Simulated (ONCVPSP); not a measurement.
# An ONCV potential for cobalt, from input to tests

Aim: build the potential from the settings below, then test how well it stands in for the atom: other configurations, scattering, ghost states and the plane-wave cutoff that it needs.

Program: ONCVPSP 4.0.1.1 (patched build). Reference atom: LDA (Perdew-Wang 92), scalar-relativistic, spherical and spin-unpolarised. All values are calculated.

## (1) The atom and the settings

The settings as typed:

* element: cobalt (Co, Z = 27)
* type: optimised norm-conserving Vanderbilt (ONCV)
* frozen core: [Ar]
* valence charge: 9
* reference configuration: 3d7 (charge +2)
* partial waves: s scattering state at 0.43 Ha: rc 1.60 bohr, ncon 3, nbas 8, qcut 3.4 1/bohr, 3 projectors, debl 3.2 Ha; p scattering state at 0.35 Ha: rc 1.65 bohr, ncon 4, nbas 7, qcut 5.5 1/bohr, 3 projectors, debl 3.5 Ha; 3d: rc 1.65 bohr, ncon 4, nbas 8, qcut 10.5 1/bohr, 2 projectors, debl 2.2 Ha
* local potential: polynomial inside 1.55 bohr (lpopt 5, dvloc0 0 Ha)
* core correction: not asked for

The outer shells as boxes (Hund's rule for the drawing; the calculation is spin-unpolarised):

```
[Ar] core
3d [↑↓][↑↓][↑ ][↑ ][↑ ]
```

The nodes and maxima of the atom's own shells, from an earlier all-electron run, set the scale for the radii.

All-electron outer shells of the reference configuration (LDA (PZ), scalar-relativistic, ld1.x):

```csv
shell,level (eV),outermost node (bohr),outermost maximum (bohr)
3d,-27.39,–,0.66
4s,-21.11,0.95,2.07
4p,-14.70,1.03,2.47
```

## (2) Generation

The input, Co.dat:

```
# ATOM AND REFERENCE CONFIGURATION
# atsym  z   nc   nv     iexc    psfile
  Co 27.00    5    1  -001012      upf
#
#   n    l    f
    1    0    2.00
    2    0    2.00
    2    1    6.00
    3    0    2.00
    3    1    6.00
    3    2    7.00
#
# PSEUDOPOTENTIAL AND OPTIMIZATION
# lmax
    2
#
#   l,   rc,      ep,       ncon, nbas, qcut
    0    1.60    0.43    3    8    3.40
    1    1.65    0.35    4    7    5.50
    2    1.65    0.00    4    8   10.50
#
# LOCAL POTENTIAL
# lloc, lpopt,  rc(5),   dvloc0
    4    5    1.55    0.00
#
# VANDERBILT-KLEINMAN-BYLANDER PROJECTORs
# l, nproj, debl
    0    3    3.20
    1    3    3.50
    2    2    2.20
#
# MODEL CORE CHARGE
# icmod, fcfact, rcfact
    0    0.00    0.00
#
# LOG DERIVATIVE ANALYSIS
# epsh1, epsh2, depsh
   -3.00    5.00    0.02
#
# OUTPUT GRID
# rlmax, drl
    6.00    0.01
#
# TEST CONFIGURATIONS
# ncnf
    4
# nvcnf
#   n    l    f
    2
    3    2    7.00
    4    0    2.00
#
    2
    3    2    7.00
    4    0    1.00
#
    1
    3    2    6.00
#
    2
    3    2    7.00
    4    1    1.00
#
```

The run is started by

```
$ oncvpsp.x < Co.dat > Co.out
```

What the program wrote to Co.out (without the consistency checks and plot data):

```text
ONCVPSP  (Optimized Norm-Conservinng Vanderbilt PSeudopotential)
scalar-relativistic version 4.0.1.1, modified

#   n    l    f        energy (Ha)
    1    0    2.00    -2.7915070E+02
    2    0    2.00    -3.3660260E+01
    2    1    6.00    -2.8971128E+01
    3    0    2.00    -4.4479889E+00
    3    1    6.00    -3.1124594E+00
    3    2    7.00    -1.0067647E+00

Reference configufation results
  iterations    23
  all-electron total energy (Ha)   -1.38980865D+03

Begin loop to  construct optimized pseudo wave functions
and semi-local pseudopoentials for all angular momenta

WARNING wellstate: moderately localized bound state found for n= 4 l=  0
WARNING scattering state with energy  0.05000000
WARNING will be used for the first projector

   Wellstate for l =  0  n =  5
     eigenvalue =   0.0500
     asymptotic potential =   0.5500
     half-point radius =  3.9936

   Wellstate for l =  0  n =  6
     eigenvalue =   3.2500
     asymptotic potential =   3.7500
     half-point radius =  2.7659

   Wellstate for l =  0  n =  7
     eigenvalue =   6.4500
     asymptotic potential =   6.9500
     half-point radius =  2.7902

Calculating optimized projector #   1

 for l=   0

    Fraction of norm inside rc  0.081459
    Optimizing pswf for qcut=   3.41 a_B^-1,  ecut=   5.82 Ha
    Residual kinetic energy error=  1.08D-03 Ha

    Energy error per electron        Cutoff
         Ha          eV             Ha
         0.01000     0.27211        4.10
         0.00100     0.02721        5.90
         0.00010     0.00272       18.81
         0.00001     0.00027       60.28

Calculating optimized projector #   2

 for l=   0

    Fraction of norm inside rc  0.069599
    Optimizing pswf for qcut=   3.41 a_B^-1,  ecut=   5.82 Ha
    Residual kinetic energy error=  9.26D-02 Ha

    Energy error per electron        Cutoff
         Ha          eV             Ha
         0.01000     0.27211       12.93
         0.00100     0.02721       47.50
         0.00010     0.00272      122.08

Calculating optimized projector #   3

 for l=   0

    Fraction of norm inside rc  0.047572
    Optimizing pswf for qcut=   3.41 a_B^-1,  ecut=   5.82 Ha
    Residual kinetic energy error=  2.94D-01 Ha

    Energy error per electron        Cutoff
         Ha          eV             Ha
         0.01000     0.27211       35.76
         0.00100     0.02721      121.60
         0.00010     0.00272      190.71

WARNING wellstate: moderately localized bound state found for n= 4 l=  1
WARNING scattering state with energy  0.05000000
WARNING will be used for the first projector

   Wellstate for l =  1  n =  5
     eigenvalue =   0.0500
     asymptotic potential =   0.5500
     half-point radius =  5.2640

   Wellstate for l =  1  n =  6
     eigenvalue =   3.5500
     asymptotic potential =   4.0500
     half-point radius =  2.8499

   Wellstate for l =  1  n =  8
     eigenvalue =   7.0500
     asymptotic potential =   7.5500
     half-point radius =  3.3639

Calculating optimized projector #   1

 for l=   1

    Fraction of norm inside rc  0.065103
    Optimizing pswf for qcut=   5.51 a_B^-1,  ecut=  15.18 Ha
    Residual kinetic energy error=  1.61D-03 Ha

    Energy error per electron        Cutoff
         Ha          eV             Ha
         0.01000     0.27211        4.19
         0.00100     0.02721       21.71
         0.00010     0.00272       51.24
         0.00001     0.00027       71.63

Calculating optimized projector #   2

 for l=   1

    Fraction of norm inside rc  0.081600
    Optimizing pswf for qcut=   5.51 a_B^-1,  ecut=  15.18 Ha
    Residual kinetic energy error=  2.11D-02 Ha

    Energy error per electron        Cutoff
         Ha          eV             Ha
         0.01000     0.27211       18.47
         0.00100     0.02721       62.99
         0.00010     0.00272       75.95
         0.00001     0.00027      101.46

Calculating optimized projector #   3

 for l=   1

    Fraction of norm inside rc  0.045463
    Optimizing pswf for qcut=   5.51 a_B^-1,  ecut=  15.18 Ha
    Residual kinetic energy error=  9.90D-02 Ha

    Energy error per electron        Cutoff
         Ha          eV             Ha
         0.01000     0.27211       21.44
         0.00100     0.02721       43.05
         0.00010     0.00272       95.32
         0.00001     0.00027      120.58

   Wellstate for l =  2  n =  5
     eigenvalue =   1.1932
     asymptotic potential =   1.6932
     half-point radius =  3.4436

Calculating optimized projector #   1

 for l=   2

    Fraction of norm inside rc  0.875409
    Optimizing pswf for qcut=  10.49 a_B^-1,  ecut=  55.02 Ha
    Residual kinetic energy error=  2.51D-07 Ha

    Energy error per electron        Cutoff
         Ha          eV             Ha
         0.01000     0.27211       34.03
         0.00100     0.02721       40.54
         0.00010     0.00272       45.57
         0.00001     0.00027       49.47

Calculating optimized projector #   2

 for l=   2

    Fraction of norm inside rc  0.098646
    Optimizing pswf for qcut=  10.49 a_B^-1,  ecut=  55.02 Ha
    Residual kinetic energy error=  1.71D-06 Ha

    Energy error per electron        Cutoff
         Ha          eV             Ha
         0.01000     0.27211       33.27
         0.00100     0.02721       41.15
         0.00010     0.00272       46.97
         0.00001     0.00027       51.54

Construct Vanderbilt / Kleinmman-Bylander projectors

B matrix Hermiticity error, ll=   0
   1   2    1.1264E-04
   1   3   -1.9774E-04
   2   3    1.3126E-04

  Orthonormal projector coefficients -1.9634E+02  8.5715E+00  1.7139E+00

B matrix Hermiticity error, ll=   1
   1   2    1.1327E-04
   1   3    1.6292E-04
   2   3   -1.4037E-04

  Orthonormal projector coefficients -1.2021E+01 -4.0664E+00  2.7616E+00

B matrix Hermiticity error, ll=   2
   1   2   -1.6957E-04

  Orthonormal projector coefficients -9.9636E+00 -2.9559E+00

Pseudoatom total energy  -26.517773

Diagnostic tests using Vanderbilt-Kleinman-Bylander pseudopotentials
  1 or more projectors used as specified by nproj input data

   l    rcore       rmatch      e in        delta e   norm test  slope test

   0   1.6083020   1.6571335   0.0500000  -0.0002297   0.9996580   0.9996580
   0   1.6083020   1.6571335   3.2500000   0.0004606   1.0005678   1.0005678
   0   1.6083020   1.6571335   6.4500000   0.0018564   0.9990183   0.9990183

   1   1.6571335   1.7074476   0.0500000   0.0000153   1.0001879   1.0001879
run_diag: lschvkbbe ERROR   2   2   1  60  3.54999999E+00  3.14500000E+00
   1   1.6571335   1.7074476   3.5500000  -0.4050000   0.2414434   0.5156303
run_diag: lschvkbbe ERROR   3   3   1  60  7.04999999E+00  6.29499999E+00
   1   1.6571335   1.7074476   7.0500000  -0.7550000   0.8944671   0.5623773

   2   1.6571335   1.7074476  -1.0067647  -0.0000021   1.0001070   1.0001190
   2   1.6571335   1.7074476   1.1932353   0.0000365   1.0001260   1.0001260

 Testing for bound ghosts
   n   l    E NL Schr. Eq   E Basis Diag.   E Cutoff

       0                     -119.779975    134.08  WARNING - GHOST(-)
       0                       -0.758776    134.08  WARNING - GHOST(-)

       1                       -3.187162    109.16  WARNING - GHOST(-)
   2   1       -0.540177       -0.500911    109.16

   3   2       -1.006767       -1.006539    125.68

 Testing for highly-localized positive-energy ghosts
       l    <radius>/rc     E Basis Diag.   E Cutoff

       0        0.315230        7.564040    134.08  WARNING - GHOST(+)

       0        0.452280       23.296251    134.08  WARNING - GHOST(+)

       0        0.451631       44.134880    134.08  WARNING - GHOST(+)

       0        0.659286       69.014919    134.08  WARNING - GHOST(+)

Test configuration 0

   n   l     f        eae           eps        diff
   1   0  2.0000 -279.15070235
   2   0  2.0000  -33.66025973
   2   1  6.0000  -28.97112778
   3   0  2.0000   -4.44798890
   3   1  6.0000   -3.11245936
   3   2  7.0000   -1.00676468   -1.00676674   -2.05D-06

    Total energies and differences
      AE_ref= -1.38980865D+03  AE_tst= -1.38980865D+03  dif=  0.00D+00
      PS_ref= -2.65177733D+01  PS_tst= -2.65177733D+01  dif= -6.53D-12
      PSP excitation error=  6.53D-12

Test configuration 1

psatom: WARNING lschvkbb convergence error n,l,iter=   1   0  24
ea(ii),et,emin,emax -5.393465E-01 -5.932812E-01 -5.932812E-01 -5.932812E-01
run_config: WARNING for fully non-local PS atom, stg. 2
 WARNING no output for configuration 2

Test configuration 2

psatom: WARNING lschvkbb convergence error n,l,iter=   1   0  48
ea(ii),et,emin,emax -5.166370E-01 -5.683007E-01 -5.683007E-01 -5.683007E-01
run_config: WARNING for fully non-local PS atom, stg. 2
 WARNING no output for configuration 3

Test configuration 3

   n   l     f        eae           eps        diff
   1   0  2.0000 -279.88273275
   2   0  2.0000  -34.41401654
   2   1  6.0000  -29.72276643
   3   0  2.0000   -5.15475253
   3   1  6.0000   -3.81085402
   3   2  6.0000   -1.67140736   -1.67252865   -1.12D-03

    Total energies and differences
      AE_ref= -1.38980865D+03  AE_tst= -1.38847857D+03  dif=  1.33D+00
      PS_ref= -2.65177733D+01  PS_tst= -2.51870311D+01  dif=  1.33D+00
      PSP excitation error= -6.60D-04

Test configuration 4

   n   l     f        eae           eps        diff
   1   0  2.0000 -278.82573581
   2   0  2.0000  -33.34323094
   2   1  6.0000  -28.65322507
   3   0  2.0000   -4.12792996
   3   1  6.0000   -2.79214979
   3   2  7.0000   -0.68992634   -0.69084527   -9.19D-04
   4   1  1.0000   -0.31206536   -0.31255914   -4.94D-04

    Total energies and differences
      AE_ref= -1.38980865D+03  AE_tst= -1.39023592D+03  dif= -4.27D-01
      PS_ref= -2.65177733D+01  PS_tst= -2.69454821D+01  dif= -4.28D-01
      PSP excitation error=  4.38D-04
```

It took 5.5 s on 1 thread of Neoverse-N1, shared host.

The projector energies used in the s channel were 0.050, 3.250, 6.450 Ha; the program set a typed value aside. The projector energies used in the p channel were 0.050, 3.550, 7.050 Ha; the program set a typed value aside.

All-electron and pseudo partial waves u(r) = r·R(r), from the program's wave files:

| r (bohr) | 3d AE | 3d PS |
| --- | --- | --- |
| 0.082 | 0.0526 | 0.0055 |
| 0.165 | 0.2322 | 0.0428 |
| 0.248 | 0.4558 | 0.1335 |
| 0.330 | 0.6538 | 0.2791 |
| 0.413 | 0.8040 | 0.4689 |
| 0.495 | 0.8999 | 0.6708 |
| 0.578 | 0.9508 | 0.8572 |
| 0.660 | 0.9661 | 0.9964 |
| 0.742 | 0.9568 | 1.0756 |
| 0.825 | 0.9305 | 1.0929 |
| 0.908 | 0.8935 | 1.0579 |
| 0.990 | 0.8509 | 0.9894 |
| 1.072 | 0.8052 | 0.9056 |
| 1.155 | 0.7578 | 0.8203 |
| 1.238 | 0.7104 | 0.7434 |
| 1.320 | 0.6646 | 0.6791 |
| 1.402 | 0.6204 | 0.6251 |
| 1.485 | 0.5774 | 0.5783 |
| 1.568 | 0.5364 | 0.5365 |
| 1.650 | 0.4981 | 0.4981 |
| 1.733 | 0.4615 | 0.4614 |
| 1.815 | 0.4274 | 0.4274 |
| 1.898 | 0.3951 | 0.3950 |
| 1.980 | 0.3651 | 0.3651 |
| 2.062 | 0.3371 | 0.3371 |
| 2.145 | 0.3107 | 0.3106 |

## (3) Transferability, from the output's test configurations

2 tests gave no usable energy difference (3d7 4s2; 3d7 4s1).

The tests as a table, with energies relative to 3d7.

```csv
valence configuration,charge,ΔE all-electron (eV),error AE − PS (meV)
3d6,+3,36.193,-18
3d7 4p1,+1,-11.627,+12
```

## (4) Scattering by logarithmic derivatives

Taken from the files of the generation run. The phase is arctan(r·R′/R) of the radial function R, unwrapped, with energies in Ha. A pole is an energy at which the radial function vanishes at the test radius. The pseudo phase is shifted by a multiple of π to meet the all-electron one at the reference energy. Levels narrower than the energy grid can be missing from the poles. The last column is the largest difference on the grid between −0.5 and +0.5 Ha.

```tsv
channel	radius (bohr)	reference (Ha)	poles AE	poles PS	window around the reference with phases within 0.05 rad (Ha)	largest difference near zero (rad)
s	1.63	0.05	4.01	4.00	the whole range	0.002
p	1.68	0.05	-2.94, 4.25	4.25	above -2.9	0.000
d	1.68	-1.01	-0.65	-0.65	the whole range	0.000
```

Phases (rad) along the scan:

```csv
E (Ha),s AE,s PS,d AE,d PS
-2.98,1.226,1.178,1.181,1.181
-2.54,1.150,1.115,1.107,1.108
-2.10,1.050,1.022,0.970,0.971
-1.66,0.898,0.877,0.603,0.604
-1.22,0.644,0.628,-0.675,-0.675
-0.78,0.207,0.198,-1.470,-1.470
-0.34,-0.370,-0.372,-1.735,-1.735
0.10,-0.818,-0.818,-1.928,-1.928
0.54,-1.077,-1.078,-2.180,-2.180
0.98,-1.230,-1.230,-2.651,-2.651
1.42,-1.327,-1.328,-3.435,-3.435
1.86,-1.395,-1.395,-4.012,-4.011
2.30,-1.446,-1.446,-4.286,-4.285
2.74,-1.486,-1.486,-4.431,-4.429
3.18,-1.519,-1.519,-4.520,-4.517
3.62,-1.548,-1.548,-4.582,-4.578
4.06,-1.574,-1.574,-4.628,-4.624
4.50,-1.599,-1.599,-4.667,-4.661
4.94,-1.624,-1.624,-4.700,-4.692
```

## (5) Convergence and ghost test

From the same output: the cutoffs (Ha) at which the residual kinetic energy of the hardest occupied pseudo-wave falls to 1 and 0.1 mHa per electron are 41 Ha and 46 Ha.

The program's own ghost test: GHOST(-) flagged for s at -3259.4 eV, p at -86.7 eV (a further GHOST(-) flag falls on a real empty level of the atom); GHOST(+) flagged for s at 205.8 eV, s at 633.9 eV, s at 1201.0 eV, s at 1878.0 eV.

Cutoff (Ha) at which the first wave of each channel reaches a given error (Ha per electron):

| error | s | p | d |
| --- | --- | --- | --- |
| 1.0e-02 | 4.1 | 4.2 | 34.0 |
| 3.2e-03 | 5.0 | 12.9 | 37.4 |
| 1.0e-03 | 5.9 | 21.7 | 40.5 |
| 3.2e-04 | 9.9 | 45.2 | 43.1 |
| 1.0e-04 | 18.8 | 51.2 | 45.6 |
| 3.2e-05 | 34.6 | 56.5 | 47.5 |
| 1.0e-05 | 60.3 | 71.6 | 49.5 |

## (6) What came out

```
                                                quantity                                                 value
  cutoffs for 1 and 0.1 mHa per electron, occupied waves                                       41 Ha and 46 Ha
                                            bound ghosts                      s at -3259.38 eV, p at -86.73 eV
                                          GHOST(+) flags  s at 206 eV, s at 634 eV, s at 1201 eV, s at 1878 eV
                            largest test error (AE − PS)                   -18 meV, for 3d6 (2 tests unsolved)
largest phase difference near zero energy, channels read                                             0.002 rad
                 projector energies reset by the program  s: 0.050, 3.250, 6.450 Ha; p: 0.050, 3.550, 7.050 Ha
```

In words: A bound ghost (s, p) makes it unfit for use: electrons can fall into a state that the atom doesn't have. Close by lies the frozen 3p level (-84.7 eV). The worst unpolarised test, 3d6, is off by 18 meV on 36.2 eV; by total energies transferability rates as good where solved. Atomic tests can pass in spite of a ghost, since they solve only for the levels asked. Of the tests 2 gave no usable energy difference, which is a warning in itself. By its cutoff, 41 Ha for the looser tolerance, it is hard. Near zero energy the phases of the channels with partial waves agree within 0.002 rad. The program also flags highly localised states, GHOST(+) (s). These are tests on the free atom; a crystal test is still owed.
